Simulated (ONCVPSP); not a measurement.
**An ONCV potential for Tm, from input to tests**

Task: generate the file, and judge it by its errors in other configurations, its logarithmic derivatives, its ghosts and its cutoff.

Program: ONCVPSP 4.0.1. Reference atom: PBEsol, fully relativistic, spherical and spin-unpolarised. All values are calculated.

## 1. Starting point

The settings as typed:

* element: thulium (Tm, Z = 69)
* type: optimised norm-conserving Vanderbilt (ONCV)
* frozen core: [Kr] 4d10
* valence charge: 23
* reference configuration: 4f13 5s2 5p6 6s1.75 (charge +0.25)
* partial waves: 5s+6s: rc 2.25 bohr, ncon 4, nbas 7, qcut 5.7 1/bohr, 2 projectors; 5p: rc 1.45 bohr, ncon 5, nbas 10, qcut 4.6 1/bohr, 3 projectors, debl 2.8 Ha; d scattering state at 0.41 Ha: rc 2.45 bohr, ncon 4, nbas 8, qcut 4.4 1/bohr, 2 projectors, debl 1.9 Ha; 4f: rc 0.80 bohr, ncon 4, nbas 9, qcut 23.3 1/bohr, 3 projectors, debl 3.8 Ha
* local potential: polynomial inside 0.50 bohr (lpopt 5, dvloc0 0 Ha)
* core correction: Teter function, parameters optimised by the program

An earlier all-electron run gives the scale for the radii.

All-electron outer shells of the reference configuration (PBEsol, scalar-relativistic, ld1.x):

| shell | level (eV) | outermost node (bohr) | outermost maximum (bohr) |
| --- | --- | --- | --- |
| 5s | -54.98 | 0.59 | 1.10 |
| 5p | -28.50 | 0.64 | 1.26 |
| 6s | -5.15 | 1.49 | 3.25 |
| 4f | -4.68 | – | 0.50 |
| 5d | -2.13 | 0.72 | 2.07 |
| 6p | -2.12 | 1.83 | 4.44 |

## 2. The generation run

Contents of Tm.dat:

```
# ATOM AND REFERENCE CONFIGURATION
# atsym  z   nc   nv     iexc    psfile
  Tm 69.00    9    4  -116133      upf
#
#   n    l    f
    1    0    2.00
    2    0    2.00
    2    1    6.00
    3    0    2.00
    3    1    6.00
    3    2   10.00
    4    0    2.00
    4    1    6.00
    4    2   10.00
    4    3   13.00
    5    0    2.00
    5    1    6.00
    6    0    1.75
#
# PSEUDOPOTENTIAL AND OPTIMIZATION
# lmax
    3
#
#   l,   rc,      ep,       ncon, nbas, qcut
    0    2.25    0.00    4    7    5.70
    1    1.45    0.00    5   10    4.60
    2    2.45    0.41    4    8    4.40
    3    0.80    0.00    4    9   23.30
#
# LOCAL POTENTIAL
# lloc, lpopt,  rc(5),   dvloc0
    4    5    0.50    0.00
#
# VANDERBILT-KLEINMAN-BYLANDER PROJECTORs
# l, nproj, debl
    0    2    0.90
    1    3    2.80
    2    2    1.90
    3    3    3.80
#
# MODEL CORE CHARGE
# icmod, fcfact, rcfact
    4    0.50    0.00
#
# LOG DERIVATIVE ANALYSIS
# epsh1, epsh2, depsh
   -4.00    5.00    0.02
#
# OUTPUT GRID
# rlmax, drl
    6.00    0.01
#
# TEST CONFIGURATIONS
# ncnf
    4
# nvcnf
#   n    l    f
    4
    4    3   13.00
    5    0    2.00
    5    1    6.00
    6    0    2.00
#
    4
    4    3   13.00
    5    0    2.00
    5    1    6.00
    6    0    1.00
#
    4
    4    3   13.00
    5    0    2.00
    5    1    6.00
    6    0    0.00
#
    4
    4    3   13.00
    5    0    2.00
    5    1    6.00
    6    0    1.50
#
```

Run with:

```console
$ oncvpspr.x < Tm.dat > Tm.out
```

Q: Predict the outcome of this session. Wanted: cutoffs for 1 and 0.1 mHa per electron, occupied waves; bound ghosts; GHOST(+) flags; largest miss of a reference level; largest phase difference near zero energy, channels read; rms error of d²Exc/dn², without and with the model core; projector energies reset by the program.

The runs gave:

```
                                                quantity                                                                                        value
  cutoffs for 1 and 0.1 mHa per electron, occupied waves                                                                            216 Ha and 588 Ha
                                            bound ghosts          s at -1198.32 eV, s at -34.15 eV, p3/2 at -334.21 eV, d5/2 at -551.80 eV and 2 more
                                          GHOST(+) flags  p3/2 at 4186 eV, p1/2 at 3781 eV, p1/2 at 6025 eV (1 near or above the test basis's cutoff)
                       largest miss of a reference level                                                                                 105 meV (4f)
largest phase difference near zero energy, channels read                                                                                    0.002 rad
 rms error of d²Exc/dn², without and with the model core                                                                            7.27 and 1.50 mHa
                 projector energies reset by the program                                                                           d: 0.050, 1.950 Ha
```

**Reading.** A bound ghost (s, p3/2, d5/2, p1/2, d3/2) makes it unfit for use: electrons can fall into a state that the atom doesn't have. Close by lies the frozen 4p level (-327.5 eV). Already in the reference configuration the 4f level is off by 105 meV. By its cutoff, 216 Ha for the looser tolerance, it is very hard. The tighter tolerance needs 588 Ha, and converged work needs a cutoff nearer that. At the looser tolerance the 4f wave is the slowest; 5p needs 133 Ha. Near zero energy the phases of the channels with partial waves agree within 0.002 rad. The pseudo curves have a pole with no partner nearby in the atom's: s at -1.25 Ha. The program also flags highly localised states, GHOST(+) (p3/2, p1/2). These are tests on the free atom; a crystal test is still owed.
